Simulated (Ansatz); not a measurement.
Crystal: Ta4NiO11.

```
Ta Ni O
1.0
     4.77089    0.00000    0.00513
     0.00000    5.82454    0.00000
    -1.98628    0.00000    7.25051
Ta Ni O
4 1 11
Cartesian
  1.4160 2.9123 5.5166
  1.3686 2.9123 1.7391
  -0.7939 0.0000 5.7922
  3.5785 0.0000 1.4634
  1.3923 0.0000 3.6278
  0.2955 4.6546 4.7184
  2.4891 4.6546 2.5373
  2.6928 1.5019 5.8571
  0.0919 1.5019 1.3986
  2.4891 1.1700 2.5373
  0.2955 1.1700 4.7184
  0.0919 4.3226 1.3986
  2.6928 4.3226 5.8571
  2.3854 2.9123 0.0026
  2.3854 0.0000 0.0026
  1.3923 2.9123 3.6278
```

The cell was built by a generator and needn't be a form met in nature.

Program: Ansatz 0.2.0. Alike in all runs: task projected density of states; level PBE+U; potentials or basis Ansatz PAW; spin collinear, ferromagnetic start; cell as given; k mesh 6 × 5 × 4; cutoff (eV) 420; smearing fermi-dirac 0.05 eV.

Task: Order these runs on this cell by their band gap on the k mesh, lowest first.
A. U Ni d U = 8 eV, Ta d U = 8 eV
B. U Ni d U = 4 eV, Ta d U = 4 eV
C. U Ni d U = 2 eV, Ta d U = 2 eV
D. U Ni d U = 6 eV, Ta d U = 6 eV

Result: C (1.74 eV), B (2.34 eV), D (2.66 eV), A (2.87 eV).

Caveats: the magnetic or orbital state may not be the lowest; odd divisions of the mesh miss points on the zone boundary, where band edges often lie, so the gap on the mesh can be too wide; spin-orbit coupling is left out, which moves the levels of the heavy elements; the density of states is complete only up to the lowest level of the last band computed; the starting moments weren't kept; forces of over 1 eV/Å show positions far from the minimum, so gaps and moduli don't describe the material at rest (some runs).

A k mesh can miss the band edges.
